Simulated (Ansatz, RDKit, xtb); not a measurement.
# C2H9BrOSi2: ranking a sample of isomers

A sample of isomers of C2H9BrOSi2 is drawn. Aim: find which of them has the lowest free energy at 298.15 K, then its properties. The sample is small against all isomers, and the most stable one of this formula need not be in it.

Plan: many cheap relaxations first (GFN2-xTB), then density-functional screening, relaxation at PBE0-D3(BJ)/def2-SVP, vibrations (at GFN2-xTB) and a final energy. The numbers are computed, not measured.

## 1. Possible bonding patterns

Isomers were taken from a list of plausible structures; this is a sample, not all of them. That gives 7 candidates.

| label | SMILES | spin |
| --- | --- | --- |
| c033 | COC[SiH2][SiH2]Br | singlet |
| c180 | C[C@@H](Br)[SiH2]O[SiH3] | singlet |
| c295 | CO[SiH2][Si@H](C)Br | singlet |
| c571 | CCO[Si@H]([SiH3])Br | singlet |
| c740 | CO[Si@H]([SiH3])CBr | singlet |
| c792 | O[SiH2][C@H](Br)C[SiH3] | singlet |
| c847 | CO[Si@H](Br)C[SiH3] | singlet |

Candidates are built by distance geometry, with a force field where one applies, in up to four conformers (letters a to d).

Q: Predict the outcome of this search (final energies at CCSD(T)/def2-SVP + MP2/def2-TZVPP - MP2/def2-SVP).

| quantity | value |
| --- | --- |
| lowest structure found | CO[Si@H](Br)C[SiH3], singlet |
| next finalist | C[C@@H](Br)[SiH2]O[SiH3], singlet, 2.1 kcal/mol higher in G |
| share at equilibrium, among the finalists | 97.1 % |

The lowest structure found is `CO[Si@H](Br)C[SiH3]`. The margin, 2.1 kcal/mol, is modest. HF/STO-3G, r2SCAN-D4/def2-SVP, PBE0-D3(BJ)/def2-SVP, HF/def2-SVP and MP2/def2-SVP already put its bonding pattern lowest among the structures in one piece; GFN2-xTB favours the singlet C[C@@H](Br)[SiH2]O[SiH3]. 5 minima inside the window were never screened. The search is not exhaustive (a finite list of starts, one conformer a finalist), so a lower isomer can't be ruled out. Only 7 drawn patterns were tried, so whole families of isomers are missing, and the result ranks this sample alone.
